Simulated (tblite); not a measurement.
# C3H8F2Ge3: the cost of one run

Computed with tblite 0.8.0 and PySCF 2.14.0, with density-fitted response routines of our own, on a single molecule in the gas phase. Atoms count from 0, in the outputs and in this text.

## (1) The molecule as given

16 atoms, charge 0, multiplicity 1; geometry from: force field or distance geometry start.

Bonds of the start (Å): F0–Ge1 1.75, Ge1–F2 1.74, Ge1–C3 1.94, C3–C4 1.47, C4–C5 1.22, C5–Ge6 1.90, Ge6–Ge7 2.40, Ge1–H8 1.56, C3–H9 1.14, C3–H10 1.11, Ge6–H11 1.56, Ge6–H12 1.53, Ge7–H13 1.55, Ge7–H14 1.57, Ge7–H15 1.53.

## (2) Optimising the geometry with GFN2-xTB

What the job is given:

```
{"job": {"kind": "relax", "xc": "GFN2-xTB", "basis": "xTB"}, "charge": 0, "multiplicity": 1}
F     -3.001300    -1.117500    -1.690300
Ge    -3.466000    -0.084000    -0.362000
F     -4.853300     0.881700    -0.789900
C     -2.001400     1.083100     0.135700
C     -0.731900     0.366700    -0.035400
C      0.330000    -0.214400    -0.210100
Ge     1.987800    -1.104500    -0.481000
Ge     3.640000     0.167600     0.700700
H     -3.813500    -0.958600     0.883700
H     -2.096800     1.424500     1.218100
H     -2.068600     1.972100    -0.528900
H      1.852900    -2.566900     0.036700
H      2.413400    -1.094000    -1.949900
H      4.592900    -0.835000     1.404400
H      2.868300     1.012700     1.771500
H      4.339900     1.075400    -0.312200
```

Launch:

```bash
> OMP_NUM_THREADS=1 python probes_run.py task.json out
```

The driver reads the jobs from task.json and runs them one after another.

Q: Estimate the wall time and peak memory of this first job on 1 thread of Arm Neoverse N1, shared host.

About 1.7 s, with a peak of 0.18 GiB.
